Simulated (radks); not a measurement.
# Valence configurations of Ar²⁺

Aim: which of several valence configurations of Ar²⁺ lies lowest at this level, and whether it is the one NIST lists ([Ne] 3s2 3p4).

Program: radks (a radial shooting solver on a logarithmic mesh, Libxc functionals) version 1. Level of theory: non-relativistic Kohn-Sham, r2SCAN, spin-polarised, spherical densities, point nucleus; open shells are filled with parallel spins first. These are calculated values, not measurements, unless marked.

## (1) The system

* element: argon (Z = 18)
* charge: +2
* electrons: 16
* configuration: [Ne] 3s2 3p4
* others tried: 3s1 3p5; 3s1.5 3p4.5; 3s0.5 3p5.5; 3p6

The outer shells:

Ar²⁺
```
[Ne] core
3s [↑↓]
3p [↑↓][↑ ][↑ ]
```

## (2) [Ne] 3s2 3p4

The run's settings:

```text
Z 18
configuration [Ne] 3s2 3p4
relativity non-relativistic
functional r2scan,r2scan
spin polarised
nucleus point
```

Launch:

```
$ python run_ks.py task.json out
```

This one command runs every case of the session in turn.

## (3) [Ne] 3s1 3p5

The run's settings:

```text
Z 18
configuration [Ne] 3s1 3p5
relativity non-relativistic
functional r2scan,r2scan
spin polarised
nucleus point
```

## (4) [Ne] 3s1.5 3p4.5

The run's settings:

```text
Z 18
configuration [Ne] 3s1.5 3p4.5
relativity non-relativistic
functional r2scan,r2scan
spin polarised
nucleus point
```

## (5) [Ne] 3s0.5 3p5.5

The run's settings:

```text
Z 18
configuration [Ne] 3s0.5 3p5.5
relativity non-relativistic
functional r2scan,r2scan
spin polarised
nucleus point
```

## (6) [Ne] 3p6

The run's settings:

```text
Z 18
configuration [Ne] 3p6
relativity non-relativistic
functional r2scan,r2scan
spin polarised
nucleus point
```

Before running it: what results should come out? Wanted: for each run, valence; E − E(NIST configuration); moment; highest level; its energy; 1s shift.

The runs gave:

```
    valence  E − E(NIST configuration) (eV)  moment (μB)  highest level  its energy (eV)  1s shift (eV)
    3s2 3p4                           0.000            2        3p down          -33.899          +0.00
3s1.5 3p4.5                           7.733            2        3p down          -34.147          -0.64
    3s1 3p5                          15.407            2        3p down          -34.338          -1.29
3s0.5 3p5.5                          24.589            1        3p down          -35.656          -1.86
        3p6                          32.872            0             3p          -36.838          -2.33
```

What this shows: Theory agrees with NIST among these: the next, 3s1.5 3p4.5, lies 7.733 eV higher. The energies are those of spherical high-spin densities, not of single terms. The 1s eigenvalue shifts by up to 2.33 eV as the valence charge is rearranged.
